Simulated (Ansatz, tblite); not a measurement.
# The cluster Cu₄Os: one state, many levels

Aim: run the singlet of the cluster Cu₄Os at one geometry on many levels, and compare frontier levels, spin and run time.

Computed with Ansatz 0.2.0, Gaussian basis. Level: as each input shows.

Levels to be run: GFN1-xTB, GFN2-xTB, PBE-D4/def2-TZVP, r2SCAN-D4/def2-TZVP, PBE-QIDH/def2-TZVP, BLYP-D4/def2-TZVP, LC-ωPBE/def2-TZVP, PBE+10HF/def2-SVP, PBE+15HF/def2-SVP, PBE+40HF/def2-SVP, PBE-D4/def2-SVP, PBE0-D4/def2-SVP, PBE0-D4/def2-TZVPD, PBE-D4/def2-TZVPD, r2SCAN-D4/def2-TZVPD, CCSD(T)/def2-SVP, MP2/def2-TZVP, RPA/def2-TZVP.

**1. The relaxed structure**

The geometry is that of the singlet, from an earlier relaxation (B3LYP-D4/def2-SVP). At that level it is the lowest of the isomers that a small search found.

5 atoms, charge 0, spin multiplicity 1.

Bond lengths: Os1–Cu2 2.454 Å, Os1–Cu3 2.394 Å, Os1–Cu4 2.454 Å, Os1–Cu5 2.394 Å, Cu2–Cu4 2.394 Å, Cu2–Cu5 2.461 Å, Cu3–Cu4 2.460 Å. Angles: Cu2–Os1–Cu3 106.0°, Cu2–Os1–Cu4 58.4°, Cu2–Os1–Cu5 61.0°, Cu3–Os1–Cu4 61.0°, Cu3–Os1–Cu5 102.4°, Cu4–Os1–Cu5 106.0°, Os1–Cu2–Cu4 60.8°, Os1–Cu2–Cu5 58.3°, Cu4–Cu2–Cu5 105.8°, Os1–Cu3–Cu4 60.7°, Os1–Cu4–Cu2 60.8°, Os1–Cu4–Cu3 58.3°, Cu2–Cu4–Cu3 105.8°, Os1–Cu5–Cu2 60.7°.

Os takes a core potential in the def2 sets. No spin-orbit coupling is included.

PBE0-D4/def2-TZVP was run before; its log isn't repeated, and its numbers join the tables.

**2. GFN1-xTB**

Tight binding, by tblite at 300 K electronic temperature and without a spin-polarisation term:

```python
tblite.interface.Calculator('GFN1-xTB', numbers, positions, charge=0, uhf=0).singlepoint()
```

Energy -584.4053 eV, HOMO -10.76 eV, LUMO -10.51 eV; 0.005 s.

**3. GFN2-xTB**

Tight binding, by tblite at 300 K electronic temperature and without a spin-polarisation term:

```python
tblite.interface.Calculator('GFN2-xTB', numbers, positions, charge=0, uhf=0).singlepoint()
```

Energy -512.3536 eV, HOMO -7.84 eV, LUMO -7.76 eV; 0.009 s.

**4. PBE-D4/def2-TZVP**

start.molden holds the orbitals of an earlier run on this state, given as this run's starting guess.

Contents of in.yaml:

```yaml
crystal:
  periodic: [false, false, false]
  atoms:
    - {symbol: Os, position_ang: [0.203603, -1.096845, -0.215845]}
    - {symbol: Cu, position_ang: [0.481797, 1.072215, -1.329421]}
    - {symbol: Cu, position_ang: [-1.180209, -0.684494, 1.693709]}
    - {symbol: Cu, position_ang: [-1.653511, 0.495053, -0.413038]}
    - {symbol: Cu, position_ang: [2.148330, 0.214071, 0.264595]}
basis:
  gaussian: {orbitals: def2-TZVP, initial_orbitals: start.molden}
hamiltonian: {xc: pbe, dispersion: d4}
scf: {omitted_lower_state_checks: [starts]}
output: {forces: true, orbitals: {seedname: orbitals}}
```

Started as:

```sh
> ansatz run in.yaml --threads 4 --pin off --events-out ev --progress --plain --max-ram 8704MiB
```

The runs that follow: r2SCAN-D4/def2-TZVP; PBE-QIDH/def2-TZVP; BLYP-D4/def2-TZVP; LC-ωPBE/def2-TZVP; PBE+10HF/def2-SVP; PBE+15HF/def2-SVP; PBE+40HF/def2-SVP; PBE-D4/def2-SVP; PBE0-D4/def2-SVP; PBE0-D4/def2-TZVPD; PBE-D4/def2-TZVPD; r2SCAN-D4/def2-TZVPD; CCSD(T)/def2-SVP; MP2/def2-TZVP; RPA/def2-TZVP.

Q: Predict the results of all the runs planned. Wanted: gap in def2-TZVP, named functionals, smallest and largest; gap over the share of exact exchange; correlation energy, CCSD(T)/def2-SVP; correlation energy, MP2/def2-TZVP; binding an atom, functionals in def2-TZVP; PBE0 total energy, smallest basis above largest.

As calculated:

| quantity | value |
| --- | --- |
| gap in def2-TZVP, named functionals, smallest and largest | 0.21 eV (PBE-D4), 6.69 eV (LC-ωPBE) |
| gap over the share of exact exchange | 0.18 eV at 0, 3.38 eV at 0.4 |
| correlation energy, CCSD(T)/def2-SVP | -44.09 eV |
| correlation energy, MP2/def2-TZVP | -61.16 eV |
| binding an atom, functionals in def2-TZVP | 1.26 (LC-ωPBE) to 1.81 eV (PBE-D4) |
| PBE0 total energy, smallest basis above largest | 26.85 eV (def2-SVP, def2-TZVPD) |

Over the named functionals in def2-TZVP the gap runs from 0.21 eV (PBE-D4) to 6.69 eV (LC-ωPBE); exact exchange widens it. Raising the share of exact exchange from 0 to 0.4 moves the HOMO by -1.55 eV and the LUMO by +1.65 eV. Notes on CCSD(T)/def2-SVP and its Hartree-Fock reference, which MP2 shares: large T1 diagnostic, restricted state is unstable towards broken spin symmetry.
